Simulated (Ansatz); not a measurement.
Working through a convergence test of the plane-wave cutoff of SrPt2, space group Fd-3m

Program: Ansatz's Python interface.

The script reads `POSCAR_srpt2`:
```text
SrPt2
1.0
   0.00000000    3.91527418    3.91527418
   3.91527418    0.00000000    3.91527418
   3.91527418    3.91527418    0.00000000
Sr Pt
2 4
Direct
   0.75000000    0.75000000    0.75000000
   0.50000000    0.50000000    0.50000000
   0.12500000    0.62500000    0.12500000
   0.12500000    0.12500000    0.62500000
   0.62500000    0.12500000    0.12500000
   0.12500000    0.12500000    0.12500000
```

The cells in order, each with its output:

**Cell 1**
```python
from dataclasses import dataclass
import csv
import warnings

import ansatz as az
from ase.io import read


@dataclass(frozen=True)
class RunConfig:
    tolerance: float = 1e-09
    smearing: str = 'Marzari-Vanderbilt'
    width_ev: float = 0.1
```

**Cell 2**
```python
opts = RunConfig()

warnings.simplefilter('ignore', az.DeckWarning)
```

**Cell 3**
```python
atoms = read('POSCAR_srpt2', format='vasp')
system = az.Crystal.from_ase(atoms)
```

**Cell 4**
```python
system.resolved().sites[-1]
```
Output:
```text
Site(symbol='Pt', position=(0.125, 0.125, 0.125), moment=None, axis=None, held=None, saved=None)
```

**Cell 5**
```python
calc = system.calculation()
calc = calc.kpoints(6)
calc = calc.functional(az.Functional.PBESOL)
calc = calc.scf(tolerance=opts.tolerance)
calc = calc.occupations(opts.smearing, width=opts.width_ev)
calc = calc.forces().stress()

rows = []
for value in [250, 350, 450, 550, 650, 750]:
    report = calc.basis(value).run(threads=1).report
    rows.append((value, report['free_energy_ev'] / len(report['lattice']['sites']), report['n_iterations'], sum(report['stress_gpa'][i][i] for i in range(3)) / 3, max(abs(f) for row in report['forces_ev_ang'] for f in row), report['n_pw']))
```

**Cell 6**
```python
with open('ecut.csv', 'w', newline='') as handle:
    writer = csv.writer(handle)
    writer.writerow(['cutoff (eV)', 'F/atom (eV)', 'iterations', 'P (GPa)', 'max component (eV/A)', 'plane waves'])
    writer.writerows([round(v, 5) if isinstance(v, float) else v for v in row] for row in rows)
```

**Cell 7**
```python
# the last row is the reference
for row in rows[:-1]:
    shift = 1000 * (row[1] - rows[-1][1])
    print(f'{row[0]}: {shift:+.2f} meV/atom' + ('  (within 5 meV)' if abs(shift) < 5 else ''))
```
Output:
```text
250: +1010.30 meV/atom
350: +6.00 meV/atom
450: +0.80 meV/atom  (within 5 meV)
550: +0.14 meV/atom  (within 5 meV)
650: +0.04 meV/atom  (within 5 meV)
```

File `ecut.csv` afterwards:
```csv
cutoff (eV),F/atom (eV),iterations,P (GPa),max component (eV/A),plane waves
250,-9419.77126,9,-1.97277,0.0,1067
350,-9420.77556,9,-3.68346,0.0,1807
450,-9420.78076,10,-3.66233,0.0,2637
550,-9420.78142,9,-3.66381,0.0,3527
650,-9420.78152,9,-3.66408,0.0,4573
750,-9420.78156,9,-3.66452,0.0,5601
```

From 450 eV on it stays within 5 meV an atom of the value at 750 eV; the first row (250 eV) is off by 1010.3 meV and the last but one by 0.04 meV. The energy falls steadily, as expected when plane waves are added. The pressure moves from -1.97 to -3.66 GPa (the program's stress holds a Pulay correction, so it settles early). The last run costs about 4.4 times the first.

Notes:
- Spin is left out of this run.
- The mesh is modest for a metal, so energies can be off by several to tens of meV an atom and pressures by half a GPa or more; differences at equal mesh fare better.
- The program warned that this SCF threshold is loose for forces or stresses.
- Forces vanish by symmetry here and test nothing.
- Pressure is positive in compression.
- Spin-orbit coupling, which matters for elements this heavy, is left out.
- The structure comes from a database of computed cells and needn't be a stable or known phase.
- Shifts are counted from the last row, which is itself no proven limit.
- The script silences the warnings on its input, which a real study should read.
- Finished in 46 s on 1 thread of Arm Neoverse V2, on a shared host, peak memory 0.68 GiB.
